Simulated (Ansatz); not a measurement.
# C4H12Si: the cost of one run

Method: RKS PBE0-D4/STO-3G, in Ansatz 0.2.0.

## Step 1: Starting point

Bond lengths (14 of 16 bonds, heavy atoms first): Si1–C2 1.870 Å, Si1–C6 1.870 Å, Si1–C10 1.869 Å, Si1–C14 1.869 Å, C2–H3 1.110 Å, C2–H4 1.110 Å, C2–H5 1.110 Å, C6–H7 1.110 Å, C6–H8 1.110 Å, C6–H9 1.110 Å, C10–H11 1.110 Å, C10–H12 1.110 Å, C10–H13 1.110 Å, C14–H15 1.110 Å. Angles (14 of 30 angles, heavy atoms first): C2–Si1–C6 109.4°, C2–Si1–C10 109.5°, C2–Si1–C14 109.5°, C6–Si1–C10 109.5°, C6–Si1–C14 109.5°, C10–Si1–C14 109.5°, Si1–C2–H3 109.5°, Si1–C2–H4 109.5°, Si1–C2–H5 109.5°, Si1–C6–H7 109.5°, Si1–C6–H8 109.5°, Si1–C6–H9 109.5°, Si1–C10–H11 109.5°, Si1–C10–H12 109.5°.

The coordinates stand in the first input below.

## Step 2: Preparing the start

input.yaml

```yaml
crystal:
  periodic: [false, false, false]
  atoms:
    - { symbol: Si, position_ang: [0.0, 0.0, 0.0] }
    - { symbol: C, position_ang: [0.0, 0.0, 1.87] }
    - { symbol: H, position_ang: [-0.9996, -0.3092, 2.2405] }
    - { symbol: H, position_ang: [0.7676, -0.7111, 2.2405] }
    - { symbol: H, position_ang: [0.232, 1.0203, 2.2405] }
    - { symbol: C, position_ang: [1.7634, 0.0, -0.6227] }
    - { symbol: H, position_ang: [2.1111, -1.0463, -0.7509] }
    - { symbol: H, position_ang: [1.8119, 0.5276, -1.5981] }
    - { symbol: H, position_ang: [2.4154, 0.5187, 0.1108] }
    - { symbol: C, position_ang: [-0.8808, 1.5259, -0.6227] }
    - { symbol: H, position_ang: [-1.9334, 1.2723, -0.8671] }
    - { symbol: H, position_ang: [-0.8624, 2.3106, 0.1622] }
    - { symbol: H, position_ang: [-0.3704, 1.9025, -1.5336] }
    - { symbol: C, position_ang: [-0.8808, -1.5259, -0.6227] }
    - { symbol: H, position_ang: [-1.3804, -2.0377, 0.2261] }
    - { symbol: H, position_ang: [-1.6409, -1.2332, -1.3768] }
    - { symbol: H, position_ang: [-0.1449, -2.2146, -1.0879] }
basis:
  gaussian: { orbitals: STO-3G }
hamiltonian:
  xc: pbe0
  dispersion: d4
relax:
  f_tol: 0.02
  max_steps: 40
```

Launch:

```
$ ansatz run input.yaml --threads 1 --pin off --max-ram 2048MiB --backend cpu --events-out ev --progress --plain --runs-dir out
```

Q: Estimate wall time and peak memory on 1 thread of Intel Xeon 6975P-C (Granite Rapids), shared host.

About 25 s, with a peak of 0.14 GiB.
